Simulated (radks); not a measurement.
# Excited configurations of Yb

An exercise on one series of results from a longer session: the logs are not shown, and one member is left open.

Program: radks (a radial shooting solver on a logarithmic mesh, Libxc functionals) version 1. Level of theory: Dirac Kohn-Sham, BLYP, spin-unpolarised, spherical densities, point nucleus; open shells fill j = l - 1/2 first. These are calculated values, not measurements, unless marked.

3 further runs of the same task are left out: 3 that didn't finish.

## The atom as given

| Item | Value |
| --- | --- |
| element | ytterbium (Z = 70) |
| charge | 0 |
| electrons | 70 |
| configuration | [Xe] 4f14 6s2 |

Set-up of the first run:

The run's settings:

```text
Z 70
configuration [Xe] 4f14 6s2
relativity Dirac
functional b88,lyp
spin unpolarised
j_filling energy
nucleus point
c 137.035999084
```

Among the steps run: Ground configuration: [Xe] 4f14 6s2.

One of the session's tables, all rows but one given; the rest of the session is left out.

It belongs to the step «Ground configuration: [Xe] 4f14 6s2». Radial moments (bohr):

| level | <r> | outermost maximum (interpolated) | 90 % within | nodes |
| --- | --- | --- | --- | --- |
| 4d3/2 | 0.5534 | 0.486 | 0.833 | 1 |
| 4d5/2 | 0.5649 | 0.495 | 0.850 | 1 |
| 5s1/2 | 1.209 | 1.07 | 1.75 | 4 |
| 5p1/2 | 1.370 | 1.17 | 2.03 | 3 |
| 5p3/2 | 1.492 | 1.26 | 2.22 | 3 |
| 6s1/2 | ? | ? | ? | ? |
| 4f5/2 | 0.7791 | 0.480 | 1.36 | 0 |
| 4f7/2 | 0.8059 | 0.486 | 1.42 | 0 |

**Question.** Estimate the row for 6s1/2.

As computed: <r>: 3.906; outermost maximum (interpolated): 3.23; 90 % within: 5.86; nodes: 5. In the column «<r>» it is the highest.

Limits of these values: Spin polarisation and multiplet splitting are left out, so open shells lie too high by an amount that depends on their filling.
